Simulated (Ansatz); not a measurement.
# C6H3F2: the cost of one run

Method: the levels named in each step, in Ansatz 0.2.0.

**1. The structure to begin with**

Bond lengths: F1–C2 1.396 Å, C2–C3 1.399 Å, C3–C4 1.413 Å, C4–C5 1.385 Å, C5–C6 1.387 Å, C2–C7 1.382 Å, C6–C7 1.382 Å, C7–F8 1.390 Å, C4–H9 1.093 Å, C5–H10 1.090 Å, C6–H11 1.084 Å. Angles (14 of 16 angles, heavy atoms first): F1–C2–C3 117.8°, F1–C2–C7 116.2°, C3–C2–C7 126.0°, C2–C3–C4 110.9°, C3–C4–C5 125.5°, C4–C5–C6 119.9°, C5–C6–C7 117.8°, C2–C7–C6 120.0°, C2–C7–F8 122.4°, C6–C7–F8 117.6°, C3–C4–H9 117.4°, C5–C4–H9 117.1°, C4–C5–H10 121.2°, C6–C5–H10 118.9°.

Structure file:

```xyz
11

F     1.7993   -1.1223    0.1200
C     0.4858   -0.6568    0.0418
C    -0.5421   -1.6055    0.0132
C    -1.8043   -0.9769   -0.0687
C    -2.0199    0.3903   -0.1193
C    -0.9416    1.2619   -0.0849
C     0.3255    0.7155   -0.0002
F     1.4032    1.5928    0.0394
H    -2.6864   -1.6213   -0.0967
H    -3.0275    0.8013   -0.1853
H    -1.0659    2.3377   -0.1238
```

**2. A rough first relaxation, PBE-D4/def2-SVPD**

File input.yaml:

```yaml
crystal:
  periodic: [false, false, false]
  atoms:
    - { symbol: F, position_ang: [1.79928, -1.12235, 0.12001] }
    - { symbol: C, position_ang: [0.48577, -0.6568, 0.04181] }
    - { symbol: C, position_ang: [-0.54206, -1.60547, 0.0132] }
    - { symbol: C, position_ang: [-1.80434, -0.97689, -0.06871] }
    - { symbol: C, position_ang: [-2.01993, 0.39029, -0.11929] }
    - { symbol: C, position_ang: [-0.94159, 1.26191, -0.08494] }
    - { symbol: C, position_ang: [0.3255, 0.71548, -0.00018] }
    - { symbol: F, position_ang: [1.40318, 1.59278, 0.0394] }
    - { symbol: H, position_ang: [-2.68638, -1.62126, -0.09669] }
    - { symbol: H, position_ang: [-3.02752, 0.80129, -0.18528] }
    - { symbol: H, position_ang: [-1.06593, 2.33767, -0.12378] }
total_charge: -1
basis:
  gaussian: { orbitals: def2-SVPD }
hamiltonian:
  xc: pbe
  dispersion: d4
relax:
  f_tol: 0.03
  max_steps: 200
```

The run is started by

```console
> ansatz run input.yaml --threads 8 --pin off --max-ram 22528MiB --backend cpu --events-out ev --progress --plain --runs-dir out
```

Q: Estimate wall time and peak memory on 8 threads of Intel Xeon Platinum 8488C (Sapphire Rapids), shared host.

About 6 s, with a peak of 0.28 GiB.
